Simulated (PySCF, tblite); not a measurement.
# C₆H₃F₂O radical: geometry, infrared bands and EPR parameters

Wanted: the infrared bands and EPR parameters of C₆H₃F₂O radical (`Oc1[c]c(F)ccc1F`), by calculation.

Computed with tblite 0.8.0 and PySCF 2.14.0, with density-fitted response routines of our own, on a single molecule in the gas phase. Atoms are numbered from 0 throughout.

## Step 1: The molecule as given

12 atoms, charge 0, multiplicity 2; geometry from: force field or distance geometry start.

Bonds of the start (Å): O0–C1 1.38, C1–C2 1.39, C2–C3 1.40, C3–F4 1.35, C3–C5 1.39, C5–C6 1.40, C6–C7 1.40, C7–F8 1.33, C7–C1 1.39, O0–H9 0.97, C5–H10 1.08, C6–H11 1.08.

## Step 2: Geometry optimisation with GFN2-xTB

Job settings and geometry (Å):

```
{"job": {"kind": "relax", "xc": "GFN2-xTB", "basis": "xTB"}, "charge": 0, "multiplicity": 2}
O      2.522500    -0.594300     0.099200
C      1.166400    -0.334700     0.050500
C      0.269300    -1.364700     0.311000
C     -1.102700    -1.069100     0.252200
F     -1.988100    -2.055600     0.504900
C     -1.569000     0.205500    -0.030600
C     -0.644500     1.229600    -0.278800
C      0.725400     0.952200    -0.225200
F      1.596800     1.933200    -0.467500
H      2.642300    -1.532200     0.318700
H     -2.634700     0.398400    -0.059800
H     -0.982600     2.231100    -0.500600
```

Run with:

```sh
OMP_NUM_THREADS=1 python probes_run.py task.json out
```

One launch serves the whole session: the jobs run in the order shown.

**Question.** This job is followed by: GFN2-xTB harmonic vibrations, gas phase; UKS B3LYP, pcH-1 on C F H O, non-relativistic, mean-field spin-orbit, GIAO. Predict these results of the whole session: strongest single infrared mode (GFN2-xTB); zero-point energy (GFN2-xTB); g(iso) (B3LYP); ⟨S²⟩; largest a(iso); potential on the surface of density 0.002 e/bohr³, 1st and 99th percentile.

As calculated:

| quantity | value |
| --- | --- |
| strongest single infrared mode (GFN2-xTB) | 1138 cm⁻¹, 307 km/mol |
| zero-point energy (GFN2-xTB) | 45.4 kcal/mol |
| g(iso) (B3LYP) | 2.00211 |
| ⟨S²⟩ | 0.757 (exact 0.75) |
| largest a(iso) | 13C on C2, 373.4 MHz |
| potential on the surface of density 0.002 e/bohr³, 1st and 99th percentile | -1.11 V and 2.65 V |

In words: Relaxing lowered the energy by 0.167 eV in 19 steps; the close pair that moved most is C2–C3, from 1.405 to 1.363 Å. All 30 modes are real, so the xTB geometry is a minimum. The strongest single mode, at 1138 cm⁻¹, has its largest shares on H9, H10, H11 and O0 (the list is cut at 4 atoms). Unscaled tight-binding wavenumbers are off by several per cent, some by more. Its intensities can rank the bands wrongly. C2 carries the largest spin population, 1.01 e. The isotropic g lies 0.2 ppt below the free-electron value. The conformer search found further structures of the same energy, which may be mirror or relabelled copies of this one.
